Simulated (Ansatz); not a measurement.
# BiS4: the cost of one run

Computed with Ansatz 0.2.0 (DFT PBE, scalar-relativistic, plane waves, PAW, unless a step's input says otherwise).

## Step 1: The system as given

Symmetry: I-43m, No. 217, cubic system. The conventional cell has a = 6.943 Å, b = 6.943 Å, c = 6.943 Å, α = 90.00°, β = 90.00°, γ = 90.00°. Around Bi (site symmetry -43m) lie 4 S at 1.53 Å. S (site symmetry 3m) is surrounded by 1 Bi at 1.53 Å.

As a file:

```
CELL_PARAMETERS angstrom
-3.47130 3.47130 3.47130
3.47130 -3.47130 3.47130
3.47130 3.47130 -3.47130
ATOMIC_POSITIONS crystal
Bi 0.00000 0.00000 0.00000
S 0.00000 0.00000 0.74631
S 0.74631 0.00000 0.00000
S 0.00000 0.74631 0.00000
S 0.25369 0.25369 0.25369
```

Recipe of the guess: species swapped into a database cell of H4C (I-43m, No. 217), with S on the H sites and Bi on the C sites. The dimensions are guesses.

## Step 2: Probe: one point on a coarse mesh

input.yaml

```yaml
crystal:
  lattice:
    - [-3.47130175, 3.47130175, 3.47130175]
    - [3.47130175, -3.47130175, 3.47130175]
    - [3.47130175, 3.47130175, -3.47130175]
  atoms:
    - { symbol: Bi, position: [0.0, 0.0, 0.0] }
    - { symbol: S, position: [0.0, 0.0, 0.74631286] }
    - { symbol: S, position: [0.74631286, 0.0, 0.0] }
    - { symbol: S, position: [0.0, 0.74631286, 0.0] }
    - { symbol: S, position: [0.25368714, 0.25368714, 0.25368714] }
basis:
  ecutwfc: 420
kpoints:
  mp_grid: { grid: [4, 4, 4] }
hamiltonian:
  xc: pbe
scf:
  occupations: { method: gaussian, width: 0.1 }
  lower_state_search: "off"
output:
  forces: true
  stress: true
  eigenvalues: true
```

Launch:

```
ansatz run input.yaml --threads 1 --pin off --max-ram 2560MiB --backend cpu --events-out ev --progress --plain --runs-dir out
```

Q: Estimate wall time and peak memory on 1 thread of Arm Neoverse V1, shared host.

About 4.2 s, with a peak of 0.35 GiB.
